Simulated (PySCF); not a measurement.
**[Bi3]3+: other functionals and bases at one geometry**

One table from this session's results is given with a row withheld; the runs are named, their logs left out.

Program: PySCF 2.14.0. Level of theory: several levels, as the steps say, no spin–orbit coupling. These are calculated values, not measurements.

3 further runs of the same task are left out: 2 for a known fault of the program, 1 that didn't finish. Runs told in other sessions of the task aren't counted.

### The starting structure

3 atoms, charge 3, spin multiplicity 1.

Bond lengths: Bi1–Bi2 2.908 Å, Bi2–Bi3 2.908 Å. Angles: Bi1–Bi2–Bi3 180.0°.

Geometry (Å):

| atom | x (Å) | y (Å) | z (Å) |
| --- | --- | --- | --- |
| Bi1 | 0.0000 | 0.0000 | 2.9084 |
| Bi2 | 0.0000 | 0.0000 | 0.0000 |
| Bi3 | 0.0000 | 0.0000 | -2.9084 |

An earlier session relaxed this geometry at PBE, Bi def2-SVP with ECP60 (singlet, point group D∞h).

At PBE on the finer grid: E = -642.729046 Eh, HOMO -19.48 eV, LUMO -18.72 eV, Mulliken charge on Bi1 +1.26 e, largest force component 0.001 eV/Å. The gap is small, and the closed shell wasn't tested for a lower spin-broken solution.

Levels to run: r2SCAN; revPBE; B3LYP; TPSS; PBE, TZVP; PBE, x2c-SVP. Hardware: 2 threads of Arm Neoverse V1, shared host.

The first run:

File run.py (the lines that set the calculation):

```python
mol = gto.M(atom='''
Bi     0.00000     0.00000     2.90839
Bi     0.00000     0.00000     0.00000
Bi     0.00000     0.00000    -2.90839''',
    basis={'Bi': 'def2-SVP'},
    ecp={'Bi': 'def2-SVP'},
    charge=3, spin=0)
mf = dft.RKS(mol, xc='R2SCAN')
mf.grids.atom_grid = (75, 302)
mf = mf.density_fit()  # fitting sets: Bi def2-universal-JKFIT
mf.conv_tol = 1e-08; mf.max_cycle = 55
mf.kernel(dm0)  # dm0: the density of the relaxed state
```

Command:

```console
OMP_NUM_THREADS=2 python run.py
```

Steps of the session up to this table: r2SCAN; revPBE; B3LYP; TPSS; PBE, TZVP; PBE, x2c-SVP.

One table of the session follows, with a row left open; its other results are not shown here.

```
             level  HOMO (eV)  gap (eV)  charge on Bi1 (e)  largest force component (eV/Å)
PBE (relaxed here)     -19.48      0.76               1.26                            0.00
            r2SCAN     -19.60      0.84               1.28                            0.30
            revPBE     -19.38      0.76               1.26                            0.10
             B3LYP     -19.90      1.47               1.28                            0.13
              TPSS     -19.45      0.78               1.27                            0.11
         PBE, TZVP          ?         ?                  ?                               ?
      PBE, x2c-SVP     -19.56      0.76               1.26                            0.44
```

Q: Estimate the row for PBE, TZVP from the others.

**Answer.** HOMO (eV): -19.44; gap (eV): 0.79; charge on Bi1 (e): 1.25; largest force component (eV/Å): 0.18. In the column «HOMO (eV)» it lies between TPSS (-19.45) and revPBE (-19.38).

In one basis the HOMO–LUMO gap runs from 0.76 eV (revPBE) to 1.47 eV (B3LYP). The largest leftover force, 0.44 eV/Å with PBE, x2c-SVP, stands at a geometry relaxed at another level. Total energies of different levels can't be compared.
